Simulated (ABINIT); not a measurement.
# InH3: single point with LDA

InH3:

```xyz
4
Lattice="2.9800 0.0000 0.0000 0.0000 2.9800 0.0000 0.0000 0.0000 5.6517" Properties=species:S:1:pos:R:3 pbc="T T T"
In    0.0000    0.0000    0.0000
H     1.4900    0.0000    2.8258
H     0.0000    1.4900    2.8258
H     1.4900    1.4900    2.8258
```

The cell was built by a generator and needn't be a form met in nature.

| Quantity | Value |
| --- | --- |
| Program | ABINIT 10.8.3 (patched build) |
| Task | single point |
| Functional | LDA |
| Potentials or basis | PseudoDojo NC SR LDA v0.4.1 standard |
| Cutoff | 1007 eV |
| k mesh | 7 × 7 × 4 |
| Occupations | fermi-dirac, width 0.05 eV |
| Spin | no spin polarisation |

```yaml
Pressure: -8.8 GPa
Band_gap_on_the_k_mesh: none (metal or under the smearing width)
Valence_electrons_inside_the_program's_atomic_spheres: In 9.91; H 1.05, 1.17
```

Stress tensor (GPa, compression positive):
```
-9.02  0.00  0.00
 0.00 -9.02  0.00
 0.00  0.00 -8.26
```

Levels at points of the mesh, in eV from the Fermi level:
```
           k point  band 5  band 6  band 7  band 8  band 9  band 10  band 11  band 12
(0.00, 0.00, 0.00)  -14.17   -9.10   -6.33   -1.24    3.59     7.46     8.88     8.88
(0.00, 0.00, 0.50)  -14.17   -8.34   -7.78    1.07    3.59     5.55     7.84     9.20
```

It took 39 s on 1 thread of AMD EPYC 7R43 64-Core Processor (Zen 3) (shared host), peak memory 0.08 GiB.
